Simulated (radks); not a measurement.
# Fractional charge and spin in the 2s shell of boron

Aim: the energy as the spin-up occupation of 2s runs from 0 to 1 and the spin-down one from 0 to 1, against the two flat planes that join the four corners. Added charge counts from the emptiest corner (up 0, down 0).

The numbers are computed with radks (a radial shooting solver on a logarithmic mesh, Libxc functionals) version 1 (non-relativistic Kohn-Sham, PBE, spin-polarised, spherical densities, point nucleus), except any that are marked as measured or tabulated.

## 1. The system

```
element       : boron (Z = 5)
configuration : [He] 2p(up 0.5, down 0.5) 2s(up 1, down 1)
```

In the logs a row gives level, spin channel, occupation and eigenvalue; Etot, Ekin, Encl (electron-nucleus), Eh (Hartree) and Exc are energies, all in hartree; err is the last residual, it the number of iterations.

A shell typed twice in an input gives spin up, then spin down.

## 2. 2s: up 1, down 1

The run's settings:

```text
Z 5
configuration [He] 2p0.5 2p0.5 2s1 2s1
relativity non-relativistic
functional pbe,pbe
spin polarised
nucleus point
```

The program printed:

```text
1s      1   1.0000          -6.63462802
2p      1   0.5000          -0.13261801
2s      1   1.0000          -0.34686536
1s      2   1.0000          -6.63462802
2p      2   0.5000          -0.13261801
2s      2   1.0000          -0.34686536
Etot -24.595576457267455
Ekin 24.49698724400391
Encl -56.85398054803041
Eh 11.55903992312231
Exc -3.797623076363271
err 2.961180886863915e-10
it 13
```

Highest occupied level: 2p at -3.609 eV.

Radial moments (bohr):

```csv
level,occupation,energy (eV),<r>,outermost maximum (interpolated),90 % within,nodes
1s,2,-180.54,0.3295,0.211,0.593,0
2s,2,-9.439,1.952,1.52,3.12,1
2p,1,-3.609,2.301,1.58,3.97,0
```

Radial density 4πr²ρ:

```csv
r (bohr),4πr²ρ (e/bohr)
0.0111,0.1004
0.0154,0.1852
0.0212,0.3314
0.0292,0.5801
0.0406,0.9980
0.0559,1.625
0.0769,2.500
0.107,3.588
0.147,4.588
0.203,5.089
0.281,4.638
0.387,3.282
0.533,1.759
0.740,0.9711
1.02,1.120
1.40,1.462
1.95,1.294
2.68,0.7160
3.70,0.2426
5.13,0.04826
7.06,0.005820
```

## 3. 2s: up 1, down 0.75

The run's settings:

```text
Z 5
configuration [He] 2p0.5 2p0.5 2s1 2s0.75
relativity non-relativistic
functional pbe,pbe
spin polarised
nucleus point
```

The program printed:

```text
1s      1   1.0000          -6.74686259
2p      1   0.5000          -0.22054657
2s      1   1.0000          -0.44027945
1s      2   1.0000          -6.74246081
2p      2   0.5000          -0.20838064
2s      2   0.7500          -0.42565145
Etot -24.499094780709214
Ekin 24.405568048308766
Encl -56.248680902398135
Eh 11.07508819026144
Exc -3.731070116881283
err 9.902862847813518e-10
it 13
```

E − E(step 2, 2s: up 1, down 1) = +2.625 eV. Highest occupied level: 2p down at -5.670 eV.

## 4. 2s: up 1, down 0.5

The run's settings:

```text
Z 5
configuration [He] 2p0.5 2p0.5 2s1 2s0.5
relativity non-relativistic
functional pbe,pbe
spin polarised
nucleus point
```

The program printed:

```text
1s      1   1.0000          -6.86786641
2p      1   0.5000          -0.31530433
2s      1   1.0000          -0.53927003
1s      2   1.0000          -6.85863482
2p      2   0.5000          -0.28826678
2s      2   0.5000          -0.50750119
Etot -24.382496373343713
Ekin 24.2946813630287
Encl -55.59489933742775
Eh 10.580339839679333
Exc -3.662618238624
err 9.546266049906664e-10
it 13
```

E − E(step 2, 2s: up 1, down 1) = +5.798 eV. The top filled level is 2p down, -7.844 eV.

## 5. 2s: up 1, down 0.25

The run's settings:

```text
Z 5
configuration [He] 2p0.5 2p0.5 2s1 2s0.25
relativity non-relativistic
functional pbe,pbe
spin polarised
nucleus point
```

The program printed:

```text
1s      1   1.0000          -6.99661864
2p      1   0.5000          -0.41591184
2s      1   1.0000          -0.64304770
1s      2   1.0000          -6.98194801
2p      2   0.5000          -0.37063457
2s      2   0.2500          -0.59069792
Etot -24.24523178618494
Ekin 24.16378440466189
Encl -54.89694140366129
Eh 10.081897881796378
Exc -3.5939726689819245
err 6.077407285430858e-10
it 13
```

E − E(step 2, 2s: up 1, down 1) = +9.533 eV. The top filled level is 2p down, -10.085 eV.

## 6. 2s: up 1, down 0

The run's settings:

```text
Z 5
configuration [He] 2p0.5 2p0.5 2s1 2s0
relativity non-relativistic
functional pbe,pbe
spin polarised
nucleus point
```

The program printed:

```text
1s      1   1.0000          -7.13229645
2p      1   0.5000          -0.52155484
2s      1   1.0000          -0.75088596
1s      2   1.0000          -7.11128343
2p      2   0.5000          -0.45384058
2s      2   0.0000          -0.67364925
Etot -24.08717139566614
Ekin 24.012822525860408
Encl -54.15837138166547
Eh 9.58532908923587
Exc -3.526951629096951
err 8.467443124938322e-10
it 13
```

E − E(step 2, 2s: up 1, down 1) = +13.834 eV. Highest occupied level: 2p down at -12.350 eV.

## 7. 2s: up 0.75, down 0.75

The run's settings:

```text
Z 5
configuration [He] 2p0.5 2p0.5 2s0.75 2s0.75
relativity non-relativistic
functional pbe,pbe
spin polarised
nucleus point
```

The program printed:

```text
1s      1   1.0000          -6.86444564
2p      1   0.5000          -0.30291695
2s      1   0.7500          -0.52468616
1s      2   1.0000          -6.86444564
2p      2   0.5000          -0.30291695
2s      2   0.7500          -0.52468616
Etot -24.37853730428143
Ekin 24.289923202981825
Encl -55.58770060483752
Eh 10.57710176885136
Exc -3.657861671277092
err 4.3953367190921055e-10
it 13
```

E − E(step 2, 2s: up 1, down 1) = +5.906 eV. Highest occupied level: 2p at -8.243 eV.

## 8. 2s: up 0.75, down 0.5

The run's settings:

```text
Z 5
configuration [He] 2p0.5 2p0.5 2s0.75 2s0.5
relativity non-relativistic
functional pbe,pbe
spin polarised
nucleus point
```

The program printed:

```text
1s      1   1.0000          -6.99445022
2p      1   0.5000          -0.40353096
2s      1   0.7500          -0.62862588
1s      2   1.0000          -6.98960045
2p      2   0.5000          -0.38863861
2s      2   0.5000          -0.61139718
Etot -24.236559501707575
Ekin 24.15341453855256
Encl -54.88102967831449
Eh 10.074620961759496
Exc -3.58356532370514
err 6.683046396575836e-10
it 13
```

E − E(step 2, 2s: up 1, down 1) = +9.769 eV. 2p down is the highest filled level (-10.575 eV).

## 9. 2s: up 0.75, down 0.25

The run's settings:

```text
Z 5
configuration [He] 2p0.5 2p0.5 2s0.75 2s0.25
relativity non-relativistic
functional pbe,pbe
spin polarised
nucleus point
```

The program printed:

```text
1s      1   1.0000          -7.13173228
2p      1   0.5000          -0.50951831
2s      1   0.7500          -0.73691304
1s      2   1.0000          -7.12140429
2p      2   0.5000          -0.47624985
2s      2   0.2500          -0.69884986
Etot -24.072775988823757
Ekin 23.995682773889733
Encl -54.1318435777698
Eh 9.573080838491041
Exc -3.5096960234347323
err 8.813429651544996e-10
it 13
```

E − E(step 2, 2s: up 1, down 1) = +14.226 eV. Highest occupied level: 2p down at -12.959 eV.

## 10. 2s: up 0.75, down 0

The run's settings:

```text
Z 5
configuration [He] 2p0.5 2p0.5 2s0.75 2s0
relativity non-relativistic
functional pbe,pbe
spin polarised
nucleus point
```

The program printed:

```text
1s      1   1.0000          -7.27561224
2p      1   0.5000          -0.62022698
2s      1   0.7500          -0.84895371
1s      2   1.0000          -7.25887033
2p      2   0.5000          -0.56402055
2s      2   0.0000          -0.78529773
Etot -23.887220735123496
Ekin 23.81683645540093
Encl -53.34317444770205
Eh 9.077154374808059
Exc -3.438037117630439
err 7.051040779154562e-10
it 13
```

Energy against step 2 (2s: up 1, down 1): +19.275 eV. 2p down is the highest filled level (-15.348 eV).

## 11. 2s: up 0.5, down 0.5

The run's settings:

```text
Z 5
configuration [He] 2p0.5 2p0.5 2s0.5 2s0.5
relativity non-relativistic
functional pbe,pbe
spin polarised
nucleus point
```

The program printed:

```text
1s      1   1.0000          -7.12810946
2p      1   0.5000          -0.49457064
2s      1   0.5000          -0.71973637
1s      2   1.0000          -7.12810946
2p      2   0.5000          -0.49457064
2s      2   0.5000          -0.71973637
Etot -24.06803657444045
Ekin 23.990038016989207
Encl -54.12316095674522
Eh 9.569113275309086
Exc -3.5040269099935255
err 1.5635285340142498e-09
it 13
```

Energy against step 2 (2s: up 1, down 1): +14.355 eV. 2p is the highest filled level (-13.458 eV).

## 12. 2s: up 0.5, down 0.25

The run's settings:

```text
Z 5
configuration [He] 2p0.5 2p0.5 2s0.5 2s0.25
relativity non-relativistic
functional pbe,pbe
spin polarised
nucleus point
```

The program printed:

```text
1s      1   1.0000          -7.27355650
2p      1   0.5000          -0.60547872
2s      1   0.5000          -0.83204091
1s      2   1.0000          -7.26805907
2p      2   0.5000          -0.58703736
2s      2   0.2500          -0.81109471
Etot -23.876669192645455
Ekin 23.804322724178284
Encl -53.32391585756146
Eh 9.068368578299648
Exc -3.425444637561927
err 1.4745087160478142e-09
it 13
```

Energy against step 2 (2s: up 1, down 1): +19.562 eV. 2p down is the highest filled level (-15.974 eV).

## 13. 2s: up 0.5, down 0

The run's settings:

```text
Z 5
configuration [He] 2p0.5 2p0.5 2s0.5 2s0
relativity non-relativistic
functional pbe,pbe
spin polarised
nucleus point
```

The program printed:

```text
1s      1   1.0000          -7.42533999
2p      1   0.5000          -0.72080792
2s      1   0.5000          -0.94778347
1s      2   1.0000          -7.41337806
2p      2   0.5000          -0.67907563
2s      2   0.0000          -0.90077571
Etot -23.6626299333752
Ekin 23.596503074513944
Encl -52.48603647256994
Eh 8.576515529763725
Exc -3.3496120650829253
err 7.667158911967031e-10
it 13
```

Energy against step 2 (2s: up 1, down 1): +25.387 eV. Highest occupied level: 2p down at -18.479 eV.

## 14. 2s: up 0.25, down 0.25

The run's settings:

```text
Z 5
configuration [He] 2p0.5 2p0.5 2s0.25 2s0.25
relativity non-relativistic
functional pbe,pbe
spin polarised
nucleus point
```

The program printed:

```text
1s      1   1.0000          -7.42138469
2p      1   0.5000          -0.70243075
2s      1   0.2500          -0.92692889
1s      2   1.0000          -7.42138469
2p      2   0.5000          -0.70243075
2s      2   0.2500          -0.92692889
Etot -23.65677377260389
Ekin 23.589584332273823
Encl -52.47546404339061
Eh 8.571759781823161
Exc -3.3426538433102664
err 1.0435222961543013e-09
it 13
```

E − E(step 2, 2s: up 1, down 1) = +25.546 eV. 2p is the highest filled level (-19.114 eV).

## 15. 2s: up 0.25, down 0

The run's settings:

```text
Z 5
configuration [He] 2p0.5 2p0.5 2s0.25 2s0
relativity non-relativistic
functional pbe,pbe
spin polarised
nucleus point
```

The program printed:

```text
1s      1   1.0000          -7.58082172
2p      1   0.5000          -0.82187268
2s      1   0.2500          -1.04578045
1s      2   1.0000          -7.57432810
2p      2   0.5000          -0.79841675
2s      2   0.0000          -1.01950991
Etot -23.41339647704692
Ekin 23.3518042014435
Encl -51.58905332370981
Eh 8.087015410329244
Exc -3.2631627651098514
err 4.318979170179733e-10
it 13
```

Energy against step 2 (2s: up 1, down 1): +32.169 eV. 2p down is the highest filled level (-21.726 eV).

## 16. 2s: up 0, down 0

The run's settings:

```text
Z 5
configuration [He] 2p0.5 2p0.5 2s0 2s0
relativity non-relativistic
functional pbe,pbe
spin polarised
nucleus point
```

The program printed:

```text
1s      1   1.0000          -7.74118420
2p      1   0.5000          -0.92134224
2s      1   0.0000          -1.14072103
1s      2   1.0000          -7.74118420
2p      2   0.5000          -0.92134224
2s      2   0.0000          -1.14072103
Etot -23.139993593426073
Ekin 23.083172160471243
Encl -50.654653084759055
Eh 7.612123180923858
Exc -3.180635850062122
err 1.264418023801951e-09
it 13
```

E − E(step 2, 2s: up 1, down 1) = +39.608 eV. The top filled level is 2p, -25.071 eV.

## 17. All runs together

```csv
down \ up,0,0.25,0.5,0.75,1
0,0.000,-0.996,-1.335,-1.003,0.000
0.25,-0.996,-1.175,-0.715,0.392,-0.842
0.5,-1.335,-0.715,0.521,-0.606,-1.119
0.75,-1.003,0.392,-0.606,-1.011,-0.833
1,0.000,-0.842,-1.119,-0.833,0.000
```

In words: The table gives the energy in eV minus the planes, whose edge runs along up + down = one added electron; mirror points follow by spin symmetry. With half an added electron in each spin it lies 0.52 eV above the planes. With half an electron added in spin up alone it lies 1.33 eV below them. The planes are only a guide here: the condition holds for ground states with one frontier orbital, and this shell lies below others.
